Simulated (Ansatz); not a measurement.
**GaAsH (quartet): wave-function methods side by side, cc-pVTZ**

One table from this session's results is given with a row withheld; the runs are named, their logs left out.

The runs use Ansatz 0.2.0, Gaussian basis; cc-pVTZ, core rule «outside noble gas», up to 28 orbitals frozen.

Plan: UHF; CCSD(T) on ROHF; CCSD(T) on UHF; BCCD(T) on ROHF; CCSDT(Q) on ROHF; CCSDT(Q) on UHF.

10 further runs of the same task are left out: 5 for a known fault of the program, 5 set aside as unsound or not needed.

**What is computed**

The geometry is a PBE0/def2-TZVP stationary point (not a proven minimum) of the parent state, kept for this charge and spin. No spin-orbit coupling is included. The filled d shell of Ga, As may be among the frozen orbitals whatever the setting's name suggests; the logs give the count.

3 atoms, charge 0, spin multiplicity 4.

Atoms are counted from 1 here; the program's logs count them from 0.

Bond lengths: Ga1–As2 2.222 Å, Ga1–H3 1.556 Å. Angles: As2–Ga1–H3 180.0°.

The first run:

in.yaml

```yaml
crystal:
  periodic: [false, false, false]
  atoms:
    - {symbol: Ga, position_ang: [0.000000, 0.000000, 0.222200]}
    - {symbol: As, position_ang: [0.000000, 0.000000, -2.000200]}
    - {symbol: H, position_ang: [0.000000, 0.000000, 1.778000]}
basis:
  gaussian: {orbitals: cc-pVTZ}
magnetization: {spin_polarized: true, initial_magnetization: 3}
hamiltonian: {xc: hf}
output: {orbitals: {seedname: orbitals}}
```

Launch:

```
> ansatz run in.yaml --threads 1 --pin off --events-out ev --progress --plain --max-ram 4096MiB --backend cpu
```

Steps of the session up to this table: UHF; CCSD(T) on ROHF; CCSD(T) on UHF; BCCD(T) on ROHF; CCSDT(Q) on ROHF; CCSDT(Q) on UHF.

One of the session's tables, all rows but one given; the rest of the session is left out.

| method | from UCCSDT(Q) (kcal/mol) |
| --- | --- |
| ROHF | +117.87 |
| UHF | ? |
| RMP2 | +23.07 |
| UMP2 | +23.93 |
| RCCSD | +5.69 |
| UCCSD | +5.22 |
| RCCSD(T) | +1.35 |
| UCCSD(T) | +1.04 |
| BCCD(T) | +1.36 |
| RCCSDT | +0.54 |
| UCCSDT | +0.20 |
| RCCSDT(Q) | +0.34 |
| UCCSDT(Q) | 0 |

Q: Estimate the row for UHF from the others.

The run gave: from UCCSDT(Q) (kcal/mol): +112.34. In the column «from UCCSDT(Q) (kcal/mol)» it lies between UMP2 (+23.93) and ROHF (+117.87).

To keep in mind: Restricted and unrestricted rows rest on different reference determinants; where their highest levels disagree by more than a few hundredths of an eV, they describe different states and don't form one ladder.
